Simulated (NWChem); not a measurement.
# One shape, several levels: BSiN2H7O (SMILES NB(N)O[SiH3])

Wanted: a comparison of 4 runs (HF/STO-3G, HF/3-21G, B3LYP/6-31G*) of BSiN2H7O. 

Program for the calculation: NWChem 7.3.0.

## (1) The system as given

The species is BSiN2H7O (12 atoms), meant as a singlet with charge 0. As SMILES, `NB(N)O[SiH3]`. The shape is that of a PBE0-D4/def2-TZVP optimisation.

Bond lengths: N1–B2 1.418 Å, B2–N3 1.414 Å, B2–O4 1.386 Å, O4–Si5 1.629 Å, N1–H6 1.003 Å, N1–H7 1.003 Å, N3–H8 1.003 Å, N3–H9 1.002 Å, Si5–H10 1.492 Å, Si5–H11 1.484 Å, Si5–H12 1.486 Å. Some angles: N1–B2–N3 122.3°, N1–B2–O4 120.7°, N3–B2–O4 117.0°, B2–O4–Si5 136.2°, B2–N1–H6 122.6°, B2–N1–H7 123.4°, B2–N3–H8 121.1°, B2–N3–H9 124.4°, O4–Si5–H10 111.4°, O4–Si5–H11 108.6°.

## (2) Energy and gradient at HF/STO-3G (run 1)

Contents of bh7n2osi.nw:

```
START bh7n2osi
TITLE "BH7N2OSi"
memory stack 880 mb heap 220 mb global 1100 mb
GEOMETRY noautosym nocenter noautoz
 N       -0.955300       1.062000       0.633400
 B       -0.317400      -0.203400       0.683600
 N       -0.417900      -1.056700       1.806000
 O        0.443800      -0.654600      -0.382800
 Si       1.035500      -0.013600      -1.759000
 H       -0.945100       1.640000      -0.186500
 H       -1.534000       1.417600       1.371200
 H        0.056400      -1.940100       1.828600
 H       -0.952400      -0.850100       2.628000
 H        0.214400       1.144800      -2.217900
 H        1.017600      -1.057700      -2.812900
 H        2.431200       0.456500      -1.557400
END
BASIS "ao basis" spherical bse
 * library STO-3G
END
SCF
 singlet
 rhf
 thresh 1e-08
 maxiter 80
END
TASK scf gradient
```

Run with:

```console
$ nwchem bh7n2osi.nw > bh7n2osi.out
```

Log:

```text
[...]
  functions       =    36
[...]
  wavefunction    = RHF
[...]
         Total SCF energy =   -495.523129962109
      One-electron energy =  -1131.421902555293
      Two-electron energy =    412.487946538889
 Nuclear repulsion energy =    223.410826054295
        Time for solution =      1.9s
[...]
                         RHF ENERGY GRADIENTS
    atom               coordinates                        gradient
                 x          y          z           x          y          z
   1 N      -1.805255   2.006889   1.196952   -0.006758   0.014448  -0.005820
   2 B      -0.599799  -0.384370   1.291817   -0.024223   0.007122   0.037796
   3 N      -0.789716  -1.996873   3.412845   -0.000085  -0.012422   0.013731
   4 O       0.838660  -1.237015  -0.723387    0.019671   0.004407  -0.039119
   5 Si      1.956811  -0.025700  -3.324028   -0.009834  -0.024284   0.035300
   6 H      -1.785980   3.099151  -0.352434    0.001401  -0.008407   0.008049
   7 H      -2.898840   2.678876   2.591192    0.007896  -0.005654  -0.008018
   8 H       0.106581  -3.666257   3.455553   -0.004852   0.011058  -0.002253
   9 H      -1.799775  -1.606456   4.966200    0.006904  -0.001496  -0.011597
  10 H       0.405157   2.163358  -4.191223   -0.019375   0.026163  -0.008890
  11 H       1.922985  -1.998763  -5.315610   -0.000577  -0.021611  -0.023096
[...]
```

Run time: 2.9 s. Hardware: 1 thread of AMD EPYC 9R45 (Zen 5), shared host; peak memory 0.1 GiB.

## (3) Energy and forces at HF/3-21G (run 2)

Contents of run.py:

```python
from ase import Atoms
from ase.calculators.nwchem import NWChem

atoms = Atoms(['N', 'B', 'N', 'O', 'Si', 'H', 'H', 'H', 'H', 'H', 'H', 'H'], positions=[
    [-0.955300, 1.062000, 0.633400],
    [-0.317400, -0.203400, 0.683600],
    [-0.417900, -1.056700, 1.806000],
    [0.443800, -0.654600, -0.382800],
    [1.035500, -0.013600, -1.759000],
    [-0.945100, 1.640000, -0.186500],
    [-1.534000, 1.417600, 1.371200],
    [0.056400, -1.940100, 1.828600],
    [-0.952400, -0.850100, 2.628000],
    [0.214400, 1.144800, -2.217900],
    [1.017600, -1.057700, -2.812900],
    [2.431200, 0.456500, -1.557400],
])

calc = NWChem(
    label='nw',
    theory='scf',
    memory='2200 mb',
    basis='3-21G',
    basispar='spherical bse',
    scf={'nopen': '0', 'rhf': None, 'thresh': '1e-08', 'maxiter': '80'},
)
atoms.calc = calc

forces = atoms.get_forces()
print(f"energy = {atoms.get_potential_energy():.6f} eV")
print("forces (eV/A):")
for s, f in zip(atoms.symbols, forces):
    print(f"{s:2s} {f[0]:10.5f} {f[1]:10.5f} {f[2]:10.5f}")
print("dipole (e A):", atoms.get_dipole_moment().round(4))
```

Run with:

```console
$ export ASE_NWCHEM_COMMAND="nwchem PREFIX.nwi > PREFIX.nwo"
$ python run.py
```

Log:

```text
energy = -13576.737218 eV
forces (eV/A):
N    -0.43143    0.74598   -0.15206
B    -0.07801   -0.49885    0.52893
N    -0.13046   -0.38412    0.68037
O    -0.31290   -0.22950    0.62221
Si    0.77894    0.16105   -1.33589
H    -0.03965   -0.05430    0.23073
H     0.16635   -0.09091   -0.12835
H    -0.09364    0.20600   -0.06258
H     0.09852   -0.02484   -0.15216
H     0.02335    0.00195   -0.06387
H     0.03389    0.11513   -0.07168
H    -0.01502    0.05255   -0.09565
dipole (e A): [-0.212   0.2277  0.1766]
```

The calculator wrote nw.nwi:

```
title "nw"

permanent_dir nw

scratch_dir nw

start nw

geometry units angstrom nocenter noautosym noautoz
  N  -9.5530000000000004e-01 1.0620000000000001e+00 6.3339999999999996e-01
  B  -3.1740000000000002e-01 -2.0340000000000000e-01 6.8359999999999999e-01
  N  -4.1789999999999999e-01 -1.0567000000000000e+00 1.8060000000000000e+00
  O  4.4379999999999997e-01 -6.5459999999999996e-01 -3.8279999999999997e-01
  Si 1.0355000000000001e+00 -1.3599999999999999e-02 -1.7589999999999999e+00
  H  -9.4510000000000005e-01 1.6399999999999999e+00 -1.8650000000000000e-01
  H  -1.5340000000000000e+00 1.4176000000000000e+00 1.3712000000000000e+00
  H  5.6399999999999999e-02 -1.9400999999999999e+00 1.8286000000000000e+00
  H  -9.5240000000000002e-01 -8.5009999999999997e-01 2.6280000000000001e+00
  H  2.1440000000000001e-01 1.1448000000000000e+00 -2.2179000000000002e+00
  H  1.0176000000000001e+00 -1.0577000000000001e+00 -2.8129000000000000e+00
  H  2.4312000000000000e+00 4.5650000000000002e-01 -1.5573999999999999e+00
end

memory 2200 mb

basis spherical bse noprint
   * library 3-21G
end

scf
  nopen 0
  rhf
  thresh 1e-08
  maxiter 80
end

task scf gradient
```

nw.nwo:

```text
Northwest Computational Chemistry Package (NWChem) 7.3.0
             --------------------------------------------------------

           Job information
           ---------------

    nwchem branch   = 7.3.0
    use scalapack   = T
    input           = nw.nwi
    prefix          = nw.
    data base       = nw/nw.db
    status          = startup
    nproc           =        1

           Memory information
           ------------------

[... 5 lines left out ...]
    hardfail = no
[... 141 lines left out ...]
         Quadratically convergent ROHF
[... 14 lines left out ...]
       Final RHF  results
[... 4 lines left out ...]
      Two-electron energy =    409.741580590109
[... 43 lines left out ...]
                       ROHF Final Molecular Orbital Analysis
[... 264 lines left out ...]
                 ----------------------------------------
                 |  Time  |  1-e(secs)   |  2-e(secs)   |
                 ----------------------------------------
                 |  CPU   |       0.00   |       0.57   |
                 ----------------------------------------
                 |  WALL  |       0.00   |       0.57   |
                 ----------------------------------------

 Task  times  cpu:        2.7s     wall:        2.7s
 Total times  cpu:        2.7s     wall:        2.7s
```

Run time: 3.6 s. Hardware: 1 thread of AMD EPYC 9R45 (Zen 5), shared host; peak memory 0.1 GiB.

Run 3 isn't shown in full; the table further down has it.

## (4) Energy and forces at B3LYP/6-31G(d) (Cartesian functions) (run 4)

Edit run.py of step 3 so:

```diff
@@ -20,7 +20,6 @@
     label='nw',
-    theory='scf',
+    theory='dft',
     memory='2200 mb',
-    basis='3-21G',
-    basispar='spherical bse',
-    scf={'nopen': '0', 'rhf': None, 'thresh': '1e-08', 'maxiter': '80'},
+    basis='6-31G*',
+    dft={'xc': 'b3lyp', 'mult': '1', 'grid': 'fine', 'convergence': 'energy 1e-08', 'iterations': '100', 'mulliken': None},
 )
@@ -29,3 +28,3 @@
 forces = atoms.get_forces()
-print(f"energy = {atoms.get_potential_energy():.6f} eV")
+print("Total energy (eV):", round(atoms.get_potential_energy(), 6))
 print("forces (eV/A):")
```

Run with:

```console
$ export ASE_NWCHEM_COMMAND="nwchem PREFIX.nwi > PREFIX.nwo"
$ python run.py
```

Log:

```text
Total energy (eV): -13699.396835
forces (eV/A):
N     0.02972    0.04772    0.00720
B    -0.02160   -0.00365    0.03723
N    -0.00607   -0.00447    0.00797
O    -0.02977   -0.32242    0.19232
Si    0.17725    0.13473   -0.32504
H    -0.03672    0.15473   -0.17165
H    -0.15478    0.10547    0.17910
H     0.10999   -0.21371    0.01975
H    -0.13802    0.03142    0.23058
H     0.00427    0.03409   -0.06448
H     0.02149    0.00936   -0.05687
H     0.04422    0.02674   -0.05615
dipole (e A): [-0.218   0.1468  0.2438]
```

The calculator wrote nw.nwi:

```
title "nw"

permanent_dir nw

scratch_dir nw

start nw

geometry units angstrom nocenter noautosym noautoz
  N  -9.5530000000000004e-01 1.0620000000000001e+00 6.3339999999999996e-01
  B  -3.1740000000000002e-01 -2.0340000000000000e-01 6.8359999999999999e-01
  N  -4.1789999999999999e-01 -1.0567000000000000e+00 1.8060000000000000e+00
  O  4.4379999999999997e-01 -6.5459999999999996e-01 -3.8279999999999997e-01
  Si 1.0355000000000001e+00 -1.3599999999999999e-02 -1.7589999999999999e+00
  H  -9.4510000000000005e-01 1.6399999999999999e+00 -1.8650000000000000e-01
  H  -1.5340000000000000e+00 1.4176000000000000e+00 1.3712000000000000e+00
  H  5.6399999999999999e-02 -1.9400999999999999e+00 1.8286000000000000e+00
  H  -9.5240000000000002e-01 -8.5009999999999997e-01 2.6280000000000001e+00
  H  2.1440000000000001e-01 1.1448000000000000e+00 -2.2179000000000002e+00
  H  1.0176000000000001e+00 -1.0577000000000001e+00 -2.8129000000000000e+00
  H  2.4312000000000000e+00 4.5650000000000002e-01 -1.5573999999999999e+00
end

memory 2200 mb

basis noprint
   * library 6-31G*
end

dft
  xc b3lyp
  mult 1
  grid fine
  convergence energy 1e-08
  iterations 100
  mulliken
end

task dft gradient
```

nw.nwo:

```text
Northwest Computational Chemistry Package (NWChem) 7.3.0
             --------------------------------------------------------

           Job information
           ---------------

    nwchem branch   = 7.3.0
    use scalapack   = T
    input           = nw.nwi
    prefix          = nw.
    data base       = nw/nw.db
    status          = startup
    nproc           =        1

           Memory information
           ------------------

[... 5 lines left out ...]
    hardfail = no
[... 112 lines left out ...]
  convergence criterion.
[... 44 lines left out ...]
          Spatial weights used:  Erf1
[... 32 lines left out ...]
 1-e energy   =   -1130.619803
[... 41 lines left out ...]
           Coulomb energy =      459.407008129039
[... 719 lines left out ...]
          Convergence on density requested:  1.00D-05
[... 30 lines left out ...]
          total energy or number of iterations.
[... 36 lines left out ...]
                 ----------------------------------------
                 |  Time  |  1-e(secs)   |  2-e(secs)   |
                 ----------------------------------------
                 |  CPU   |       0.01   |       3.31   |
                 ----------------------------------------
                 |  WALL  |       0.01   |       3.31   |
                 ----------------------------------------

 Task  times  cpu:       15.8s     wall:       15.8s
 Total times  cpu:       15.8s     wall:       15.8s
```

Wall time 17 s (1 thread of AMD EPYC 9R45 (Zen 5), shared host); peak memory 0.13 GiB.

## (5) All runs side by side

| run | level | iteration cap | module | energy (Eh) | dipole moment (D) | HOMO energy (eV) | LUMO energy (eV) | wall time |
| --- | --- | --- | --- | --- | --- | --- | --- | --- |
| 1 | HF/STO-3G | 80 | scf | -495.523130 | 0.93 | -8.02 | 11.82 | 2.9 s |
| 2 | HF/3-21G | 80 | scf | -498.935894 | 1.72 | -10.00 | 4.66 | 3.6 s |
| 3 | B3LYP/6-31G* (spherical functions) | 100 | dft | -503.438381 | 1.72 | -6.19 | 0.76 | 29 s |
| 4 | B3LYP/6-31G* (Cartesian functions) | 100 | dft | -503.443552 | 1.72 | -6.20 | 0.74 | 17 s |

## (6) Results

| quantity | value |
| --- | --- |
| run 4: total energy | -503.44355 Eh |
| run 4: dipole moment | 1.72 D |
| run 4: HOMO energy | -6.20 eV |
| run 4: LUMO energy | 0.74 eV |
| run 4: HOMO–LUMO gap | 6.94 eV |
| run 4: largest force on an atom | 0.394 eV/Å |

What this shows: The dipole moment (its size) runs from 0.93 D (HF/STO-3G) to 1.72 D (B3LYP/6-31G*). The two ends differ in method and basis. The HOMO–LUMO gap runs from 6.94 eV (B3LYP/6-31G*) to 19.83 eV (HF/STO-3G). In run 1 the basis is minimal, so the values are rough. All runs together took 52 s, the longest 29 s.
